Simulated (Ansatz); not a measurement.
# C2H5ClSSn: the cost of one run

Program: Ansatz 0.2.0. Level of theory: RKS LDA/def2-SVP. These are calculated values, not measurements.

## (1) Starting point

Bond lengths: C1–C2 1.361 Å, C2–Cl3 1.754 Å, C2–S4 1.747 Å, S4–Sn5 2.375 Å, C1–H6 1.141 Å, C1–H7 1.041 Å, Sn5–H8 1.736 Å, Sn5–H9 1.795 Å, Sn5–H10 1.751 Å. Angles: C1–C2–Cl3 118.6°, C1–C2–S4 121.0°, Cl3–C2–S4 120.5°, C2–C1–H6 115.5°, C2–C1–H7 124.3°, H6–C1–H7 120.1°, C2–S4–Sn5 94.5°, S4–Sn5–H8 110.9°, S4–Sn5–H9 112.0°, S4–Sn5–H10 109.0°, H8–Sn5–H9 109.0°, H8–Sn5–H10 107.6°, H9–Sn5–H10 108.2°.

Coordinates:

```xyz
10

C     0.9673   -0.4168   -1.6390
C    -0.2106   -0.7712   -1.0562
Cl   -0.4913   -2.4646   -0.6954
S    -1.4115    0.4317   -0.6526
Sn   -0.5691    0.8093    1.5358
H     1.0785    0.6908   -1.8898
H     1.7184   -1.0887   -1.8989
H    -0.5185   -0.6701    2.4432
H    -1.5496    2.0143    2.4353
H     1.0696    1.4142    1.4204
```

## (2) End point A

The input, input.yaml:

```yaml
crystal:
  periodic: [false, false, false]
  atoms:
    - { symbol: C, position_ang: [0.9673, -0.4168, -1.639] }
    - { symbol: C, position_ang: [-0.2106, -0.7712, -1.0562] }
    - { symbol: Cl, position_ang: [-0.4913, -2.4646, -0.6954] }
    - { symbol: S, position_ang: [-1.4115, 0.4317, -0.6526] }
    - { symbol: Sn, position_ang: [-0.5691, 0.8093, 1.5358] }
    - { symbol: H, position_ang: [1.0785, 0.6908, -1.8898] }
    - { symbol: H, position_ang: [1.7184, -1.0887, -1.8989] }
    - { symbol: H, position_ang: [-0.5185, -0.6701, 2.4432] }
    - { symbol: H, position_ang: [-1.5496, 2.0143, 2.4353] }
    - { symbol: H, position_ang: [1.0696, 1.4142, 1.4204] }
basis:
  gaussian: { orbitals: def2-SVP }
hamiltonian:
  xc: lda
relax:
  f_tol: 0.015
  max_steps: 40
output:
  orbitals: {}
```

Started as:

```bash
$ ansatz run input.yaml --threads 2 --pin off --max-ram 3072MiB --backend cpu --events-out ev --progress --plain --runs-dir out
```

**Question.** How long does this run take on 2 threads of Arm Neoverse V2, shared host, and how much memory does it need?

About 36 s, with a peak of 0.16 GiB.
